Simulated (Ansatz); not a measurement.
**BrH2InO2: small, medium and large basis sets**

How large a basis does BrH2InO2 need? Two functionals are run in growing sets.

The runs use Ansatz 0.2.0, Gaussian basis; one geometry, several basis sets.

Plan: PBE0-D4/def2-SVP; ωB97M-V/def2-SVP; PBE0-D4/def2-QZVPP; ωB97M-V/def2-QZVPP; the functionals' def2-TZVPP values are taken from earlier runs.

### Step 1. The relaxed structure

The geometry comes from an earlier relaxation with PBE0-D4 in a triple-zeta def2 set; it is a stationary point. In takes the def2 core potential; no spin-orbit term is included.

SMILES `[OH][In]([OH])[Br]`, 6 atoms, charge 0, spin multiplicity 1.

Atoms are counted from 1 here; the program's logs count them from 0.

Bond lengths: O1–In2 1.974 Å, O1–H5 0.961 Å, In2–O3 1.974 Å, In2–Br4 2.428 Å, O3–H6 0.961 Å. Angles: In2–O1–H5 112.8°, O1–In2–O3 121.8°, O1–In2–Br4 119.1°, O3–In2–Br4 119.1°, In2–O3–H6 112.8°.

### Step 2. PBE0-D4 in def2-SVP

Input file in.yaml:

```yaml
crystal:
  periodic: [false, false, false]
  atoms:
    - {symbol: O, position_ang: [-1.068550, 1.306113, -0.506780]}
    - {symbol: In, position_ang: [-0.267668, -0.464965, -0.164058]}
    - {symbol: O, position_ang: [1.485561, -0.660731, 0.721059]}
    - {symbol: Br, position_ang: [-1.472485, -2.458034, -0.850356]}
    - {symbol: H, position_ang: [-0.513817, 2.030715, -0.206052]}
    - {symbol: H, position_ang: [1.878959, 0.182703, 0.959987]}
basis:
  gaussian: {orbitals: def2-SVP}
hamiltonian: {xc: pbe0, dispersion: d4}
output: {orbitals: {seedname: orbitals}}
```

The runs that follow: ωB97M-V in def2-SVP; PBE0-D4 in def2-QZVPP; ωB97M-V in def2-QZVPP.

Q: Predict the results of all the runs planned. Wanted: PBE0-D4: double and triple zeta above quadruple; ωB97M-V: double and triple zeta above quadruple.

The runs gave:

| quantity | value |
| --- | --- |
| PBE0-D4: double and triple zeta above quadruple | 16.01, 1.74 eV |
| ωB97M-V: double and triple zeta above quadruple | 16.03, 1.68 eV |

What this shows: For PBE0-D4 the step from double to triple zeta gains 14.27 eV and the next only 1.74 eV. These are total energies; as a rule much of such shifts cancels in differences, which this series doesn't test.
